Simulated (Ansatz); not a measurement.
# CH3BrGe: the cost of one run

All numbers are computed with Ansatz 0.2.0 through its Python package. Level of theory: PBE0+D3(BJ)/def2-SVP.

### Step 1. The structure

Bond lengths: C1–Ge2 1.898 Å, Ge2–Br3 2.306 Å, C1–H4 1.165 Å, C1–H5 1.161 Å, C1–H6 1.092 Å. Angles: C1–Ge2–Br3 107.4°, Ge2–C1–H4 110.7°, Ge2–C1–H5 110.1°, Ge2–C1–H6 113.4°, H4–C1–H5 107.1°, H4–C1–H6 110.6°, H5–C1–H6 104.6°.

The script holds or builds the structure itself.

### Step 2. The code

File run_relaxed_scan.py:

```python
"""One bond of CH3BrGe held at set lengths while the rest relaxes."""

import ansatz as az
import numpy as np

BASIS_SET = "def2-SVP"
FUNCTIONAL = "pbe0"
DISPERSION = "d3bj"

geometry_ang = [
    ("C", (-0.4216, 0.3776, -0.2863)),
    ("Ge", (0.2265, -0.3962, 1.3214)),
    ("Br", (1.97, -1.797, 0.7598)),
    ("H", (0.4051, 1.021, -0.7953)),
    ("H", (-1.3131, 1.0857, -0.0569)),
    ("H", (-0.8248, -0.3551, -0.9889)),
]
mol = az.Crystal.molecule()
for symbol, xyz in geometry_ang:
    mol = mol.atom(symbol, xyz)

base = (
    mol.calculation()
    .basis(gaussian=BASIS_SET)
    .functional(FUNCTIONAL, dispersion=DISPERSION)
)
symbols = [site.symbol for site in mol.cartesian_sites]
pairs = [(0, 1), (0, 3), (0, 4), (0, 5), (1, 2)]
print("held (A)   E (eV)        ", "  ".join(f"{symbols[i]}{i}-{symbols[j]}{j}" for i, j in pairs))
for length in [1.75, 1.9, 2.05, 2.28, 2.56]:
    summary = base.relax(constraints=[az.DistanceConstraint((0, 1), at=length)], force_tolerance=0.02, max_steps=60).run().report
    xyz = np.array(summary["positions_ang"])
    print(f"{length:6.2f} {summary['free_energy_ev']:14.5f}  ", "  ".join(f"{np.linalg.norm(xyz[i] - xyz[j]):.3f}" for i, j in pairs))
```

### Step 3. The calls as engine input

The package turns the script's settings into the engine's input (first run):

```yaml
crystal:
  periodic: [false, false, false]
  atoms:
    - { symbol: C, position_ang: [-0.4216, 0.3776, -0.2863] }
    - { symbol: Ge, position_ang: [0.2265, -0.3962, 1.3214] }
    - { symbol: Br, position_ang: [1.97, -1.797, 0.7598] }
    - { symbol: H, position_ang: [0.4051, 1.021, -0.7953] }
    - { symbol: H, position_ang: [-1.3131, 1.0857, -0.0569] }
    - { symbol: H, position_ang: [-0.8248, -0.3551, -0.9889] }
basis:
  gaussian:
    orbitals: def2-SVP
hamiltonian:
  xc: pbe0
  dispersion: d3bj
relax:
  f_tol: 0.02
  max_steps: 60
  constraints:
    - { distance: [0, 1], at: 1.75 }
```

### Step 4. Running it

Launch:

```sh
python run_relaxed_scan.py
```

**Question.** How long does this script take on 1 thread of Arm Neoverse V1, shared host, and how much memory does it need?

About 2.3 min, with a peak of 0.28 GiB.
